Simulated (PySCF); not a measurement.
# C₅H₈FN₃: electronic excitations

Aim: predict the electronic excitations of C₅H₈FN₃ (`CCCn1ncc(F)n1`).

The runs use PySCF 2.14.0, with density-fitted response routines of our own; the level of theory stands in each step. All values are computed, except where a source is named. Atoms count from 0, in the outputs and in this text.

## Step 1: The starting structure

17 atoms, charge 0, multiplicity 1; geometry from: GFN2-xTB.

Bonds of the start (Å): C0–C1 1.52, C1–C2 1.53, C2–N3 1.43, N3–N4 1.31, N4–C5 1.33, C5–C6 1.40, C6–F7 1.32, C6–N8 1.32, N8–N3 1.31, C0–H9 1.09, C0–H10 1.09, C0–H11 1.09, C1–H12 1.09, C1–H13 1.09, C2–H14 1.09, C2–H15 1.09, C5–H16 1.07.

## Step 2: Excited states and response: CAM-B3LYP/def2-SVPD

What the job is given:

```
{"job": {"kind": "uv", "xc": "CAM-B3LYP", "basis": "def2-SVPD", "nstates": 8, "ntriplets": 3}, "charge": 0, "multiplicity": 1}
C     -1.992371     0.282268     0.675042
C     -1.478734     0.517873    -0.739388
C     -0.425880    -0.519368    -1.141374
N      0.771167    -0.362287    -0.367796
N      1.039871    -1.096144     0.679122
C      2.190574    -0.634406     1.148440
C      2.569064     0.416016     0.308809
F      3.651509     1.175480     0.383978
N      1.656232     0.567592    -0.637516
H     -2.704271     1.055185     0.952486
H     -2.486677    -0.683694     0.746189
H     -1.174100     0.296143     1.390666
H     -1.034645     1.512050    -0.816331
H     -2.306040     0.460464    -1.448402
H     -0.794453    -1.530123    -0.958237
H     -0.160732    -0.399267    -2.193986
H      2.672488    -1.045752     2.008387
```

With the program's defaults for keys left out, this is: TDDFT CAM-B3LYP/def2-SVPD, vertical, gas phase, core orbitals frozen in the response.

Run with:

```bash
OMP_NUM_THREADS=1 python probes_run.py task.json out
```

This one command runs all jobs of the session in turn.

Log:

```text
coarse grid: 14664 points
cycle   1  E = -458.7321758685  dE =  1.840e+00  |g| = 6.443e-01  |ddm| = 6.449e+00
cycle   2  E = -458.7136953616  dE =  1.848e-02  |g| = 7.729e-01  |ddm| = 1.767e+00
cycle   3  E = -458.8185645805  dE = -1.049e-01  |g| = 8.204e-02  |ddm| = 8.883e-01
cycle   4  E = -458.8194125309  dE = -8.480e-04  |g| = 5.251e-02  |ddm| = 1.831e-01
cycle   5  E = -458.8200068873  dE = -5.944e-04  |g| = 1.258e-02  |ddm| = 9.703e-02
cycle   6  E = -458.8200382307  dE = -3.134e-05  |g| = 4.433e-03  |ddm| = 2.493e-02
cycle   7  E = -458.8200430444  dE = -4.814e-06  |g| = 1.058e-03  |ddm| = 9.123e-03
final grid: 143600 points
cycle   8  E = -458.8929875491  dE = -4.491e-05  |g| = 5.095e-03  |ddm| = 8.453e-02
cycle   9  E = -458.8929860205  dE =  1.529e-06  |g| = 6.050e-03  |ddm| = 1.756e-02
cycle  10  E = -458.8929932243  dE = -7.204e-06  |g| = 6.933e-04  |ddm| = 8.410e-03
cycle  11  E = -458.8929933201  dE = -9.576e-08  |g| = 2.980e-04  |ddm| = 1.413e-03
cycle  12  E = -458.8929933382  dE = -1.811e-08  |g| = 9.995e-05  |ddm| = 5.711e-04
cycle  13  E = -458.8929933402  dE = -2.062e-09  |g| = 2.700e-05  |ddm| = 1.550e-04
cycle  14  E = -458.8929933404  dE = -2.099e-10  |g| = 8.987e-06  |ddm| = 7.333e-05
converged SCF energy = -458.8929933404

Static polarisability (au): isotropic 77.947, principal 62.276 75.295 96.270

Singlet excitations
state   eV       nm        f      main configurations
  1   6.4327    192.7   0.20522   H->L 0.91
  2   6.5423    189.5   0.00186   H-2->L 0.92
  3   7.4237    167.0   0.02700   H->L+1 0.66, H->L+2 0.27
  4   7.5337    164.6   0.03467   H-1->L 0.75, H->L+6 0.09
  5   7.6437    162.2   0.00913   H-3->L 0.79
  6   8.1635    151.9   0.00784   H->L+2 0.41, H->L+1 0.20, H->L+4 0.14
  7   8.3570    148.4   0.00871   H-1->L+1 0.18, H->L+4 0.17, H->L+2 0.16
  8   8.4274    147.1   0.17473   H->L+5 0.39, H->L+6 0.29, H-1->L 0.14

Triplet excitations (Tamm-Dancoff, eV): 4.7529 5.1245 5.6655
```

It took 72 s on 1 thread of Arm Neoverse V1, shared host; peak memory 1.1 GiB.

Frontier orbitals and where they lie:

| orbital | eV | atoms |
| --- | --- | --- |
| HOMO−3 | -11.16 | N8 34 %, N4 12 %, C6 11 % |
| HOMO−2 | -10.27 | N4 49 %, N8 30 %, C5 6 % |
| HOMO−1 | -10.02 | N8 33 %, N4 29 %, C5 13 % |
| HOMO | -8.95 | N3 24 %, C6 21 %, C5 20 % |
| LUMO | 0.70 | N4 26 %, N8 19 %, N3 18 % |
| LUMO+1 | 1.34 | C0 15 %, C6 13 %, C5 10 % |
| LUMO+2 | 1.80 | C6 22 %, C5 16 %, F7 14 % |

With each of the 8 states as a Gaussian band of 0.4 eV half-width at 1/e, the curve within the window shown has maxima at 193 nm (ε 8,400), 165 nm (ε 2,800), 147 nm (ε 7,600) L/(mol cm). Beyond the last state computed it falls off for lack of states. The curve at chosen wavelengths:

(nm, ε (L/mol/cm)): (142, 4225), (145, 6884), (148, 7576), (150, 6695), (153, 4519), (156, 2904), (159, 2464), (162, 2692), (164, 2834), (167, 2705), (170, 2209), (173, 1704), (176, 1620), (178, 1952), (181, 3094), (184, 4822), (187, 6650), (190, 7978), (192, 8359), (195, 8072), (198, 6940), (201, 5366), (204, 3767), (206, 2832), (209, 1725), (212, 974)

Ground-state properties from the same run:

| property | computed |
| --- | --- |
| dipole moment (D) | 2.08 |
| polarisability (Å³) | 11.55 |
| HOMO–LUMO gap (eV) | 9.65 |
| −ε(HOMO) (eV) | 8.95 |

## Step 3: Results

| quantity | value |
| --- | --- |
| lowest singlet (CAM-B3LYP/def2-SVPD) | 6.43 eV (193 nm), f = 0.205 |
| lowest triplet | 4.75 eV |

The first singlet state (HOMO→LUMO 0.91) lies at 6.43 eV and is bright. The lowest triplet lies 1.68 eV below the lowest singlet (triplets in Tamm-Dancoff, singlets in full TDDFT).
